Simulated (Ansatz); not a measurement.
**CH7B2FSi: up Jacob's ladder to CCSD(T)**

One table from this session's results is given with a row withheld; the runs are named, their logs left out.

Computed with Ansatz 0.2.0, Gaussian basis. Level: functionals in def2-TZVPP, the program's frozen cores in correlated methods.

Levels to be run: PBE-D4, r2SCAN-D4, PBE0-D4, B3LYP-D4, ωB97X-V, ωB97M-V, B2PLYP; CCSD(T)/def2-TZVPP; MP2/def2-QZVPP; extrapolation to the limit.

### The relaxed structure

An earlier PBE0-D4 in a triple-zeta def2 set relaxation fixed the geometry.

SMILES `B[SiH](C)BF`, 12 atoms, charge 0, spin multiplicity 1.

Atoms are counted from 1 here; the program's logs count them from 0.

Bond lengths: B1–Si2 2.001 Å, B1–H6 1.197 Å, B1–H7 1.196 Å, Si2–C3 1.880 Å, Si2–B4 2.041 Å, Si2–H8 1.496 Å, C3–H9 1.092 Å, C3–H10 1.092 Å, C3–H11 1.092 Å, B4–F5 1.324 Å, B4–H12 1.203 Å. Angles: Si2–B1–H6 122.1°, Si2–B1–H7 120.4°, H6–B1–H7 117.4°, B1–Si2–C3 115.7°, B1–Si2–B4 102.0°, B1–Si2–H8 109.3°, C3–Si2–B4 112.7°, C3–Si2–H8 111.0°, B4–Si2–H8 105.3°, Si2–C3–H9 110.2°, Si2–C3–H10 111.3°, Si2–C3–H11 111.1°, H9–C3–H10 108.0°, H9–C3–H11 108.0°, H10–C3–H11 108.1°, Si2–B4–F5 120.0°, Si2–B4–H12 123.9°, F5–B4–H12 116.1°.

The first run:

in.yaml

```yaml
crystal:
  periodic: [false, false, false]
  atoms:
    - {symbol: B, position_ang: [-1.597545, 0.964511, 0.535708]}
    - {symbol: Si, position_ang: [-0.215202, -0.086599, -0.457552]}
    - {symbol: C, position_ang: [0.304022, -1.709271, 0.337868]}
    - {symbol: B, position_ang: [1.320491, 1.251611, -0.588434]}
    - {symbol: F, position_ang: [2.391959, 1.107607, 0.175869]}
    - {symbol: H, position_ang: [-1.834894, 0.768575, 1.692689]}
    - {symbol: H, position_ang: [-2.169760, 1.869665, 0.002283]}
    - {symbol: H, position_ang: [-0.674295, -0.300891, -1.865411]}
    - {symbol: H, position_ang: [0.680002, -1.530353, 1.347802]}
    - {symbol: H, position_ang: [1.094635, -2.197206, -0.235766]}
    - {symbol: H, position_ang: [-0.539056, -2.399714, 0.408724]}
    - {symbol: H, position_ang: [1.316543, 2.207064, -1.319880]}
basis:
  gaussian: {orbitals: def2-TZVPP}
hamiltonian: {xc: pbe, dispersion: d4}
output: {forces: true, orbitals: {seedname: orbitals}}
```

On the command line:

```sh
$ ansatz run in.yaml --threads 4 --pin off --events-out ev --progress --plain --max-ram 10444MiB
```

Steps of the session up to this table: PBE-D4 (GGA); r2SCAN-D4 (meta-GGA); PBE0-D4 (hybrid); B3LYP-D4 (hybrid); ωB97X-V (range-separated); ωB97M-V (range-separated); B2PLYP (double hybrid); CCSD(T) in def2-TZVPP; MP2 in def2-QZVPP.

One of the session's tables, all rows but one given; the rest of the session is left out.

| method | atomisation energy (eV) |
| --- | --- |
| PBE-D4 | 44.685 |
| r2SCAN-D4 | 44.468 |
| PBE0-D4 | 44.242 |
| B3LYP-D4 | 44.294 |
| ωB97X-V | 44.348 |
| ωB97M-V | 44.287 |
| B2PLYP | 43.785 |
| HF/def2-TZVPP | 34.359 |
| MP2/def2-TZVPP | 43.539 |
| CCSD/def2-TZVPP | 42.601 |
| CCSD(T)/def2-TZVPP | 43.068 |
| MP2/CBS | ? |
| CCSD(T)/CBS | 43.994 |

Q: Estimate the row for MP2/CBS from the others.

**Answer.** atomisation energy (eV): 44.466. In the column «atomisation energy (eV)» it lies between ωB97X-V (44.348) and r2SCAN-D4 (44.468).

To keep in mind: Free atoms (2 B, 1 Si, 1 C, 1 F, 7 H) were run apart at each level; the atomisation energy is their sum less the molecule, without zero-point or spin-orbit terms.
